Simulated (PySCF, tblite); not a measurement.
**C₅H₁₀NOP: geometry, infrared bands and NMR shifts**

Aim: predict the infrared bands and NMR shifts of C₅H₁₀NOP (`CC[P@@](C)(=O)CC#N`).

The runs use tblite 0.8.0 and PySCF 2.14.0, with density-fitted response routines of our own; the level of theory stands in each step. All values are computed, except where a source is named. Atoms are numbered from 0 throughout.

## (1) The molecule as given

18 atoms, charge 0, multiplicity 1; geometry from: force field or distance geometry start.

Bonds of the start (Å): C0–C1 1.52, C1–P2 1.81, P2–C3 1.79, P2–O4 1.51, P2–C5 1.77, C5–C6 1.46, C6–N7 1.16, C0–H8 1.09, C0–H9 1.11, C0–H10 1.09, C1–H11 1.09, C1–H12 1.08, C3–H13 1.09, C3–H14 1.09, C3–H15 1.11, C5–H16 1.10, C5–H17 1.10.

## (2) Relaxing the molecule with GFN2-xTB

What the job is given:

```
{"job": {"kind": "relax", "xc": "GFN2-xTB", "basis": "xTB"}, "charge": 0, "multiplicity": 1}
C     -1.764700    -1.330900    -0.614400
C     -0.928000    -0.098300    -0.895300
P     -0.134800     0.581500     0.578800
C      0.770200     2.013900    -0.005100
O     -1.145500     0.952100     1.644100
C      1.054200    -0.595600     1.165800
C      2.030900    -0.972200     0.144000
N      2.794800    -1.255500    -0.677600
H     -2.243100    -1.682900    -1.533100
H     -2.560800    -1.101800     0.120200
H     -1.168000    -2.143000    -0.208800
H     -1.559900     0.671400    -1.326200
H     -0.165200    -0.345800    -1.621700
H      1.456100     1.741700    -0.812900
H      0.081900     2.782600    -0.364300
H      1.356500     2.437200     0.831400
H      1.581700    -0.157100     2.031200
H      0.535300    -1.491000     1.532200
```

On the command line:

```sh
$ OMP_NUM_THREADS=1 python probes_run.py task.json out
```

One launch serves the whole session: the jobs run in the order shown.

**Question.** This job is followed by: GFN2-xTB harmonic vibrations, gas phase; GIAO PBE0/pcSseg-1 NMR shielding, non-relativistic, gas phase. What will the session give for the following? strongest single infrared mode (GFN2-xTB); zero-point energy (GFN2-xTB); 13C shifts against TMS (PBE0/pcSseg-1); 1H shifts against TMS (PBE0/pcSseg-1, means over atoms taken as alike); 31P shifts against H3PO4 (PBE0/pcSseg-1); 17O shifts against H2O (PBE0/pcSseg-1); 15N shifts against NH3 (PBE0/pcSseg-1).

As calculated:

```
                                                              quantity                                   value
                             strongest single infrared mode (GFN2-xTB)                   1271 cm⁻¹, 276 km/mol
                                          zero-point energy (GFN2-xTB)                           88.7 kcal/mol
                                13C shifts against TMS (PBE0/pcSseg-1)        120.5, 26.4, 18.8, 18.6, 6.4 ppm
1H shifts against TMS (PBE0/pcSseg-1, means over atoms taken as alike)  2.80, 2.51, 2.06, 1.60, 1.57, 1.33 ppm
                              31P shifts against H3PO4 (PBE0/pcSseg-1)                                17.5 ppm
                                17O shifts against H2O (PBE0/pcSseg-1)                               106.6 ppm
                                15N shifts against NH3 (PBE0/pcSseg-1)                               304.8 ppm
```

**Reading.** Relaxing lowered the energy by 0.253 eV in 43 steps; the close pair that moved most is P2–C5, from 1.773 to 1.861 Å. No mode is imaginary among the 48: a minimum at this level. The strongest single mode, at 1271 cm⁻¹, moves mainly O4 and P2. GFN2-xTB is a fitted tight-binding method: band positions and strengths are rough. Its intensities can rank the bands wrongly. The most deshielded carbon is C6 (nitrile carbon), at 120.5 ppm: typical of a nitrile. At PBE0/pcSseg-1: Shielding is most anisotropic at N7 (span 499 ppm, paramagnetic term -378 ppm).
